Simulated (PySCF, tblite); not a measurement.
# AlBF3HO2, a fragment of a glass network (2-ring): NMR shifts, core binding energies and electronic excitations

What NMR shifts, core binding energies and electronic excitations should one expect for `FB1[O][Al-]([F])([F])[OH+]1`? It is drawn as: B3 Al, F ends, O bridges.

Programs: tblite 0.8.0 and PySCF 2.14.0. All values are calculated, for the isolated system unless a continuum is named. Atoms count from 0, parts from 1.

### 1 Starting point

8 atoms, charge 0, multiplicity 1; geometry: distance geometry start.

### 2 Relaxing the cluster with GFN2-xTB

What the job is given:

```
{"job": {"kind": "relax", "xc": "GFN2-xTB", "basis": "xTB"}, "charge": 0, "multiplicity": 1}
F      2.137676    -1.246923    -0.821743
B      0.737665    -1.067590    -0.636624
O      0.406515    -0.256180     0.665801
Al    -0.511927     0.905068    -0.491737
F      0.239729     2.501544    -0.603045
F     -2.282022     0.861100    -0.224537
O      0.071330    -0.294068    -1.810175
H     -0.628432    -0.833597    -2.214816
```

Method: GFN2-xTB geometry optimisation, gas phase.

Started as:

```bash
> OMP_NUM_THREADS=1 python cluster_run.py task.json out
```

This one command runs all jobs of the session in turn.

**Question.** The jobs that follow are: PBE0-D3(BJ)/def2-SVP geometry optimisation, gas phase; GIAO PBE0/pcSseg-2 NMR shielding, non-relativistic, gas phase; delta-SCF UKS SCAN, pcX-2 on the ionised atom, pcseg-1 elsewhere, spin-free X2C; TDDFT CAM-B3LYP/def2-SVPD, vertical, gas phase, core orbitals frozen in the response. Predict: point group; rotational constants (main isotopes); $^{1}$H shifts against TMS (PBE0/pcSseg-2); $^{19}$F shifts against CFCl3 (PBE0/pcSseg-2); $^{11}$B shifts against BF3·OEt2 (PBE0/pcSseg-2); $^{17}$O shifts against H2O (PBE0/pcSseg-2); $^{27}$Al shifts against AlH4- (PBE0/pcSseg-2); O1s binding energies, SCAN/pcX-2; F1s binding energies, SCAN/pcX-2 (standing for 1 of 3 atoms); B1s binding energies, SCAN/pcX-2; Al2p binding energies, SCAN/pcX-2; lowest singlet (CAM-B3LYP/def2-SVPD); brightest single state of those computed; lowest triplet; vertical ionisation energy (ΔSCF); vertical electron affinity (ΔSCF).

As calculated:

```
                                                    quantity                                             value
                                                 point group                                                Cs
                        rotational constants (main isotopes)                              4.17, 1.42, 1.30 GHz
                  $^{1}$H shifts against TMS (PBE0/pcSseg-2)                                          4.50 ppm
               $^{19}$F shifts against CFCl3 (PBE0/pcSseg-2)                        -142.3, -211.4, -211.6 ppm
            $^{11}$B shifts against BF3·OEt2 (PBE0/pcSseg-2)                                          14.4 ppm
                 $^{17}$O shifts against H2O (PBE0/pcSseg-2)                                   131.2, 73.3 ppm
              $^{27}$Al shifts against AlH4- (PBE0/pcSseg-2)                                         -29.2 ppm
                            O1s binding energies, SCAN/pcX-2                           O6 541.82, O2 539.06 eV
F1s binding energies, SCAN/pcX-2 (standing for 1 of 3 atoms)                                      F0 694.49 eV
                            B1s binding energies, SCAN/pcX-2                                      B1 200.73 eV
                           Al2p binding energies, SCAN/pcX-2                                      Al3 82.57 eV
                        lowest singlet (CAM-B3LYP/def2-SVPD)                       8.46 eV (147 nm), f = 0.002
                    brightest single state of those computed                       state 2, 9.06 eV, f = 0.066
                                              lowest triplet                                           8.21 eV
                           vertical ionisation energy (ΔSCF)                                          13.18 eV
                           vertical electron affinity (ΔSCF)  -0.26 eV (unbound: the value hangs on the basis)
```

What this shows: The start of the PBE0/def2-SVP relaxation was shaken at random by about 0.01 Å, so part of the energy gained, and of the first lengths quoted, undoes that. Over 11 steps the energy fell by 0.140 eV; of the close pairs, B1–Al3 changed most, 2.234 to 2.306 Å (PBE0/def2-SVP). At SCAN/pcX-2: O6 (donor oxygen of a Lewis adduct) binds its O1s electron 2.76 eV more tightly than O2 (oxygen bonded to Al, B, in a 4-membered ring). The first singlet state (HOMO→LUMO 0.90) lies at 8.46 eV and is weak; of the 6 states computed, the strongest absorption comes from state 2 at 9.06 eV. The lowest triplet lies 0.25 eV below the lowest singlet (triplets in Tamm-Dancoff, singlets in full TDDFT). The orbital energy would give 12.02 eV for ionisation, ΔSCF gives 13.18 eV.
